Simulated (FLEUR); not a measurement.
Here is a FLEUR MaX-R8.1 (later development tree) calculation.

File inp.xml:

```xml
<?xml version="1.0" encoding="UTF-8" standalone="no"?>
<fleurInput fleurInputVersion="0.39">
   <comment>
      Ti                                                                                                  
   </comment>
   <calculationSetup>
      <cutoffs Kmax="4.1" Gmax="12.7" GmaxXC="12.7" numbands="0"/>
      <scfLoop itmax="90" minDistance="0.0001" maxIterBroyd="40" imix="Anderson" alpha="0.05" precondParam="0.0" spinf="2.0" sdNocoIR="T"/>
      <coreElectrons ctail="T" frcor="F" kcrel="0" coretail_lmax="0"/>
      <xcFunctional name="pbe" relativisticCorrections="F"/>
      <magnetism jspins="1"/>
      <soc l_soc="F" theta="0.0" phi="0.0" spav="F"/>
      <expertModes spex="0" secvar="F"/>
      <geometryOptimization l_f="T" forcealpha="1.0" forcemix="BFGS" epsdisp="0.0005" epsforce="0.0002"/>
      <ldaU l_linMix="F" mixParam="0.05" spinf="1.0"/>
   </calculationSetup>
   <cell>
      <bzIntegration valenceElectrons="72.0" mode="hist" fermiSmearingEnergy="0.00183747">
         <kPointListSelection listName="default-1"/>
         <!-- k-points included here -->
         <xi:include xmlns:xi="http://www.w3.org/2001/XInclude" href="kpts.xml"> </xi:include>
      </bzIntegration>
      <!-- symmetry operations included here -->
      <xi:include xmlns:xi="http://www.w3.org/2001/XInclude" href="sym.xml"> </xi:include>
      <filmLattice scale="1.0" dVac="27.88" dTilda="30.38">
         <bravaisMatrixFilm>
            <row-1>    5.5746880243119836     0.0000000000000000</row-1>
            <row-2>   -2.7873440121559918     4.8278214471965599</row-2>
         </bravaisMatrixFilm>
         <vacuumEnergyParameters vacuum="1" spinUp="-.25" spinDown="-.25"/>
      </filmLattice>
   </cell>
   <atomSpecies>
      <species name="Titanium (Ti)" element="Ti" atomicNumber="22">
         <mtSphere radius="2.47" gridPoints="817" logIncrement="0.015"/>
         <atomicCutoffs lmax="10" lnonsphr="10"/>
         <electronConfig flipSpins="F">
            <coreConfig>(1s1/2) (2s1/2) (2p1/2) (2p3/2)</coreConfig>
            <valenceConfig>(3s1/2) (3p1/2) (3p3/2) (4s1/2) (3d3/2) (3d5/2)</valenceConfig>
            <stateOccupation state="(3d3/2)" spinUp="0.400000" spinDown="0.400000"/>
            <stateOccupation state="(3d5/2)" spinUp="0.600000" spinDown="0.600000"/>
         </electronConfig>
         <energyParameters s="4" p="4" d="3" f="4"/>
         <lo type="SCLO" l="0" n="3" eDeriv="0"/>
         <lo type="SCLO" l="1" n="3" eDeriv="0"/>
         <lo type="SCLO" l="1" n="3" eDeriv="1"/>
         <lo type="SCLO" l="2" n="3" eDeriv="2"/>
         <lo type="SCLO" l="3" n="4" eDeriv="2"/>
      </species>
   </atomSpecies>
   <atomGroups>
      <atomGroup species="Titanium (Ti)">
         <filmPos label="                   1">-1.000/3.000 1.000/3.000 -11.0690707498</filmPos>
         <filmPos label="                   6">1.000/3.000 -1.000/3.000 11.0690708002</filmPos>
         <force calculate="T" relaxXYZ="TTT"/>
      </atomGroup>
      <atomGroup species="Titanium (Ti)">
         <filmPos label="                   2">1.000/3.000 -1.000/3.000 -6.6414424398</filmPos>
         <filmPos label="                   5">-1.000/3.000 1.000/3.000 6.6414424902</filmPos>
         <force calculate="T" relaxXYZ="TTT"/>
      </atomGroup>
      <atomGroup species="Titanium (Ti)">
         <filmPos label="                   3">-1.000/3.000 1.000/3.000 -2.2138141298</filmPos>
         <filmPos label="                   4">1.000/3.000 -1.000/3.000 2.2138141802</filmPos>
         <force calculate="T" relaxXYZ="TTT"/>
      </atomGroup>
   </atomGroups>
   <output dos="F" band="F" slice="F">
      <checks vchk="F" cdinf="F"/>
      <bandDOS minEnergy="-.5*Htr" maxEnergy="0.5*Htr" sigma="0.015" storeEVData="T"/>
      <vacuumDOS vacdos="F" integ="F" star="F" nstars="0" locx1="0.0" locy1="0.0" locx2="0.0" locy2="0.0" nstm="0" tworkf="0.0"/>
      <unfoldingBand unfoldBand="F" supercellX="1" supercellY="1" supercellZ="1"/>
      <plotting iplot="0" polar="F">
         <plot TwoD="T" vec1="  1.0  0.0  0.0" vec2="  0.0  1.0  0.0" vec3="  0.0  0.0  1.0" zero="  0.0  0.0 -0.5" file="plot"/>
      </plotting>
      <chargeDensitySlicing numkpt="0" minEigenval="0.0" maxEigenval="0.0" nnne="0" pallst="F"/>
      <specialOutput eonly="F"/>
      <moessbauerParams electricFieldGradient="T" isomerShift="T" coreHyperfine="T" valenceHyperfine="T"/>
      <magneticCircularDichroism mcd="F" energyLo="-10.0" energyUp="0.0"/>
   </output>
  <!-- We include the file relax.xml here to enable relaxations (see documentation) -->
  <xi:include xmlns:xi="http://www.w3.org/2001/XInclude" href="relax.xml"> <xi:fallback/> </xi:include>
</fleurInput>
```

The input crystal.txt:

```
Ti
&input film=T /
2.9499978604  0.0000000000  0.0000000000
-1.4749989302  2.5547730882  0.0000000000
0.0000000000  0.0000000000  26.7150000000
1.8897261246
1.0 1.0 1.0

6
22 0.6666666667  0.3333333334  -11.0690707498
22 0.3333333333  0.6666666666  -6.6414424398
22 0.6666666667  0.3333333334  -2.2138141298
22 0.3333333333  0.6666666666  2.2138141802
22 0.6666666667  0.3333333334  6.6414424902
22 0.3333333333  0.6666666666  11.0690708002

&kpt div1=10 div2=10 div3=1 gamma=T /
```

Potentials or basis: all-electron, FLAPW.

Run with:

```sh
$ inpgen -f crystal.txt -profile fastHighL
$ # inp.xml edited to the form shown
$ mpirun -n 4 fleur_MPI -pe_per_kpt 1
```

(1) Predict the band gap on the k mesh.

(2) What does it give for the largest force?

(3) Estimate the work function of the lower face.

Answers

(1) none (metal or under the smearing width).

(2) 0.633 eV/Å.

(3) 4.39 eV.
